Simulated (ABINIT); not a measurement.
Wanted: the native input for an ABINIT 10.8.3 (patched build) run.

```
Task                                            : projected density of states
Functional                                      : PBE
Potentials or basis                             : JTH PAW PBE v2.0
Cutoff                                          : 463 eV
k mesh                                          : 6 × 6 × 7
Occupations                                     : fermi-dirac, width 0.05 eV
Spin                                            : no spin polarisation
k mesh for the DOS                              : 8 × 8 × 10
Fine-grid cutoff                                : 925.187 eV
Exchange and correlation inside the PAW spheres : full angular mesh (pawxcdev 0, this build's default; the released program takes 1)
```

Crystal: InTe2.

```
In Te
1.0
     5.33786    0.00000    0.00000
    -2.66893    4.62272    0.00000
     0.00000    0.00000    3.95620
In Te
1 2
Direct
  0.00000 0.00000 0.00000
  0.66667 0.33333 0.50000
  0.33333 0.66667 0.50000
```

The cell was built by a generator and needn't be a form met in nature.

The cell isn't the ideal one: cell taken from the last step of an earlier PBE relaxation by this program, which needn't have reached its minimum.

These files were run (other wordings do the same):

run.abi

```
# Datasets: ground state, then fixed potential
ndtset 2

# Pseudopotentials
pp_dirpath "./"
pseudos "In.GGA_PBE-JTH.xml, Te.GGA_PBE-JTH.xml"

# Structure
acell 3*1.0 Angstrom
rprim
     5.3378600900     0.0000000000     0.0000000000
    -2.6689300500     4.6227224400     0.0000000000
     0.0000000000     0.0000000000     3.9561999100
ntypat 2
znucl 49 52
natom 3
typat 1 2 2
xcart
     0.0000000000     0.0000000000     0.0000000000
     5.0435468781     2.9118930915     3.7380671621
    -0.0000000567     5.8237862703     3.7380671621
chkprim 0
chksymtnons 0
tolsym 1.0e-6

# Plane-wave basis
ecut 17.0
pawecutdg 34.0

# Exchange and correlation
ixc 11

# Bands and occupations
occopt 3
tsmear 0.05 eV

# SCF cycle
nstep 100

# Output
iomode 3
prtwf 0
prteig 0
prtebands 0
enunit 2
prtden1 1

# Dataset 1
kptopt1 1
ngkpt1 6 6 7
nshiftk1 1
shiftk1 0.0 0.0 0.0
nband1 17
tolvrs1 1.0e-9

# Dataset 2: density of states
iscf2 -3
getden2 1
nband2 19
nbdbuf2 2
tolwfr2 1.0e-10
kptopt2 1
ngkpt2 8 8 10
nshiftk2 1
shiftk2 0.0 0.0 0.0
prtdos2 3
dosdeltae2 0.02 eV
natsph 3
iatsph 1 2 3
```

Potentials or basis: JTH PAW PBE v2.0.

Run with:

```console
$ abinit run.abi > log 2>&1
```

It gave:

```yaml
Band_gap_on_the_k_mesh: none (metal or under the smearing width)
Valence_electrons_inside_the_program's_atomic_spheres: In 11.01; Te 3.05
```

Wall time 3.4 min on 1 thread of Arm Neoverse V2, with other jobs on the host, peak memory 0.2 GiB.
